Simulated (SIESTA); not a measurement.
Te4Mo2WSe2, a slab with vacuum:

```
W Te Mo Se
1.0
     3.47535    0.00000    0.00000
    -1.73768    3.00974    0.00000
     0.00000    0.00000   32.06503
W Te Mo Se
1 4 2 2
Direct
  0.00000 0.00000 0.57830
  0.00000 0.00000 0.28957
  0.33333 0.66667 0.17308
  0.33333 0.66667 0.05819
  0.00000 0.00000 0.40448
  0.33333 0.66667 0.34699
  0.00000 0.00000 0.11560
  0.33333 0.66667 0.62913
  0.33333 0.66667 0.52749
```

```yaml
Program: SIESTA 5.4.2
Task: single point
Functional: PBEsol
Potentials_or_basis: PseudoDojo 0.4 standard (PBEsol files)
Basis: DZP (energy shift 0.003 Ry; two zetas on semicore shells)
Grid_cutoff: 800 Ry
Energy_shift: 0.003 Ry
k_mesh: 9 × 9 × 1
Occupations: fermi-dirac, width 0.05 eV
Spin: no spin polarisation
```

On this cell: largest force 0.450 eV/Å; band gap on the k mesh 0.38 eV, direct.

The same run follows on a disturbed copy (atoms moved at random, drawn with an rms of 0.05 Å):

```
W Te Mo Se
1.0
     3.47535    0.00000    0.00000
    -1.73768    3.00974    0.00000
     0.00000    0.00000   32.06503
W Te Mo Se
1 4 2 2
Direct
  0.01320 0.00897 0.57751
  0.00079 0.98862 0.28899
  0.34429 0.66942 0.17345
  0.32402 0.65631 0.05816
  0.00670 0.02104 0.40437
  0.33110 0.64988 0.34705
  0.99691 0.99155 0.11507
  0.31928 0.65281 0.62951
  0.32862 0.66152 0.52786
```

Problem. What does the disturbed cell give?

Solution. The energy moves by +14.0 meV/atom; largest force 1.480 eV/Å; band gap on the k mesh 0.35 eV, direct.

Forces in eV/Å, atoms in the order of the input:
```
W   -0.722 -0.888  0.939
Te   0.009 -0.129  0.113
Te  -0.188 -0.210 -0.210
Te   0.115  0.027 -0.216
Te   0.196 -0.828  0.274
Mo  -0.204  0.961 -0.358
Mo   0.073  0.180  0.515
Se   0.391  0.512 -0.075
Se   0.333  0.378 -0.985
```

Stress tensor (GPa, compression positive):
```
-1.36 -0.08 -0.05
-0.08 -0.58 -0.68
-0.05 -0.68  0.10
```

Caveats: short orbitals over semicore shells can move pressures by several GPa; spin-orbit coupling is left out, which moves the levels of the heavy elements; the basis of atomic orbitals isn't converged, which shifts pressures, moduli and gaps.

A k mesh can miss the band edges.
